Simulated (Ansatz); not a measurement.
# GePH₃ (triplet): the correlation ladder, cc-pVTZ

Aim: climb from Hartree-Fock through coupled cluster and multireference methods for GePH₃ (triplet) at one geometry and basis, and see what each rung misses.

Computed with Ansatz 0.2.0, Gaussian basis. Level: cc-pVTZ, core rule «outside noble gas», up to 19 orbitals frozen.

The runs, in order: UHF; CCSD(T) on ROHF; CCSD(T) on UHF; BCCD(T) on ROHF; CCSDT(Q) on ROHF; CCSDT(Q) on UHF; CASSCF and NEVPT2, 12 electrons in 11 orbitals.

9 further runs of the same task are left out: 2 for a known fault of the program, 1 that didn't finish, 6 set aside as unsound or not needed. Runs told in other sessions of the task aren't counted.

**1. What is computed**

The geometry is a PBE0/def2-TZVP stationary point (not a proven minimum). No spin-orbit coupling is included. The filled d shell of Ge may be among the frozen orbitals whatever the setting's name suggests.

5 atoms, charge 0, spin multiplicity 3.

Atoms are counted from 1 here; the program's logs count them from 0.

Bond lengths: Ge1–P2 2.312 Å, Ge1–H3 1.539 Å, Ge1–H4 1.539 Å, Ge1–H5 1.539 Å. Angles: P2–Ge1–H3 110.1°, P2–Ge1–H4 110.1°, P2–Ge1–H5 110.1°, H3–Ge1–H4 108.8°, H3–Ge1–H5 108.8°, H4–Ge1–H5 108.8°.

**2. UHF**

in.yaml

```yaml
crystal:
  periodic: [false, false, false]
  atoms:
    - {symbol: Ge, position_ang: [-0.656484, -0.004808, 0.000881]}
    - {symbol: P, position_ang: [1.655316, 0.012124, -0.002222]}
    - {symbol: H, position_ang: [-1.195968, 1.436850, 0.003923]}
    - {symbol: H, position_ang: [-1.178396, -0.733455, 1.252326]}
    - {symbol: H, position_ang: [-1.181787, -0.729442, -1.251475]}
basis:
  gaussian: {orbitals: cc-pVTZ}
magnetization: {spin_polarized: true, initial_magnetization: 2}
hamiltonian: {xc: hf}
output: {orbitals: {seedname: orbitals}}
```

Launch:

```
$ ansatz run in.yaml --threads 1 --pin off --events-out ev --progress --plain --max-ram 4096MiB --backend cpu
```

Further steps of the session: CCSD(T) on ROHF; CCSD(T) on UHF; BCCD(T) on ROHF; CCSDT(Q) on ROHF; CCSDT(Q) on UHF; CASSCF and NEVPT2, 12 electrons in 11 orbitals.

Before running them: what should the planned runs give, taken together? Wanted: UCCSDT(Q) from the RHF energy; RMP2 from UCCSDT(Q); UMP2 from UCCSDT(Q); RCCSD from UCCSDT(Q); RCCSD(T) from UCCSDT(Q); UCCSD(T) from UCCSDT(Q); RCCSDT(Q) from UCCSDT(Q); NEVPT2 valence from UCCSDT(Q); T1 diagnostic.

**Answer**, as computed:

| quantity | value |
| --- | --- |
| UCCSDT(Q) from the ROHF energy | -7.6889 eV |
| RMP2 from UCCSDT(Q) | +1419.0 meV |
| UMP2 from UCCSDT(Q) | +1461.4 meV |
| RCCSD from UCCSDT(Q) | +322.7 meV |
| RCCSD(T) from UCCSDT(Q) | +53.1 meV |
| UCCSD(T) from UCCSDT(Q) | +52.6 meV |
| RCCSDT(Q) from UCCSDT(Q) | +1.7 meV |
| NEVPT2 valence from UCCSDT(Q) | +1548.1 meV |
| levels within 1 kcal/mol (43 meV) | RCCSDT, UCCSDT, RCCSDT(Q) |
| T1 diagnostic | 0.018 |
| effectively unpaired electrons | 2.02 |

RCCSD(T) misses by +53.1 meV, 0.7 % of the correlation energy. One determinant dominates. These misses are within one basis, not against nature; the frozen cores of restricted and unrestricted runs differ, which can shift their rows.
